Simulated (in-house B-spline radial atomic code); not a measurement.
# Tm⁵⁷⁺: excited configurations in jj coupling

Aim: the energies of several excited configurations of Tm⁵⁷⁺ above a reference configuration, each from its own self-consistent run.

The numbers are computed with in-house B-spline radial atomic code version 1 (Dirac-Hartree-Fock, average of configuration, Fermi nucleus, basis-set limit), except any that are marked as measured or tabulated.

## Step 1: Starting point

* element: thulium (Z = 69)
* charge: +57
* electrons: 12
* configuration: 1s2 2s2 2p6 3s2
* Hamiltonian: Dirac-Coulomb
* nucleus: Fermi, rms radius 5.226 fm

Settings of the run:

```ini
Z = 69
electrons = 12.0
configuration = 1s2 2s2 2p6 3s2
hamiltonian = dirac
method = hf
spin_polarised = False
nucleus = fermi
rms_radius = 5.2256
mass_number = 169
atomic_mass = 168.934218956
speed_of_light = 137.035999084
```

From the earlier run of the reference: total energy -9926.083804 hartree. Levels, eight at most:

| orbital | occupation | energy (eV) | <r> (bohr) |
| --- | --- | --- | --- |
| 1s1/2 | 2 | -64338.1 | 0.01999 |
| 2s1/2 | 2 | -14524.8 | 0.08283 |
| 2p1/2 | 2 | -14075.2 | 0.06896 |
| 2p3/2 | 4 | -13059.9 | 0.07597 |
| 3s1/2 | 2 | -5909.90 | 0.2001 |

## Step 2: 1s2 2s2 2p6 3s1 7p+1

In configurations, a minus sign after the shell means j = l − 1/2 and a plus sign j = l + 1/2; the count of electrons follows.

Settings of the run:

```ini
Z = 69
electrons = 12.0
configuration = 1s2 2s2 2p6 3s1 7p+1
hamiltonian = dirac
method = hf
spin_polarised = False
nucleus = fermi
rms_radius = 5.2256
mass_number = 169
atomic_mass = 168.934218956
speed_of_light = 137.035999084
```

## Step 3: Run with 1s2 2s2 2p6 3s1 5p+1

Settings: those of step 2 with these lines changed.

```diff
@@ -2,3 +2,3 @@
 electrons = 12.0
-configuration = 1s2 2s2 2p6 3s1 7p+1
+configuration = 1s2 2s2 2p6 3s1 5p+1
 hamiltonian = dirac
```

## Step 4: Configuration 1s2 2s2 2p-2 2p+3 3s2 7s1

Settings: those of step 3 with these lines changed.

```diff
@@ -2,3 +2,3 @@
 electrons = 12.0
-configuration = 1s2 2s2 2p6 3s1 5p+1
+configuration = 1s2 2s2 2p-2 2p+3 3s2 7s1
 hamiltonian = dirac
```

## Step 5: Configuration 1s2 2s2 2p6 3s1 4f+1

Settings: those of step 4 with these lines changed.

```diff
@@ -2,3 +2,3 @@
 electrons = 12.0
-configuration = 1s2 2s2 2p-2 2p+3 3s2 7s1
+configuration = 1s2 2s2 2p6 3s1 4f+1
 hamiltonian = dirac
```

## Step 6: Configuration 1s2 2s1 2p6 3s2 4s1

Settings: those of step 5 with these lines changed.

```diff
@@ -2,3 +2,3 @@
 electrons = 12.0
-configuration = 1s2 2s2 2p6 3s1 4f+1
+configuration = 1s2 2s1 2p6 3s2 4s1
 hamiltonian = dirac
```

**Question.** How far above the reference does each configuration lie (order and size, in eV)?

**Answer**, as computed:

| net move | configuration | energy above the reference (eV) | with Breit, QED, recoil (eV) | largest <r> (bohr) |
| --- | --- | --- | --- | --- |
| 3s → 4f7/2 | 1s2 2s2 2p6 3s1 4f+1 | 3028.63 | 3019.94 | 0.306 |
| 3s → 5p3/2 | 1s2 2s2 2p6 3s1 5p+1 | 3990.14 | 3982.39 | 0.599 |
| 3s → 7p3/2 | 1s2 2s2 2p6 3s1 7p+1 | 4942.86 | 4934.48 | 1.21 |
| 2s → 4s | 1s2 2s1 2p6 3s2 4s1 | 11301.7 | 11271.7 | 0.366 |
| 2p3/2 → 7s | 1s2 2s2 2p-2 2p+3 3s2 7s1 | 12055.9 | 12035.8 | 1.18 |

The energies run from 3028.63 eV (3s → 4f7/2) to 12055.9 eV (2p3/2 → 7s). Koopmans' estimate of the ionisation threshold is 5909.90 eV; 2 configurations exceed it by over 2 % and could autoionise. Two partly filled shells share a symmetry and can mix in the average, which may lower the energy, for: 2s → 4s. These are averages over configurations, without correlation, not spectroscopic levels.
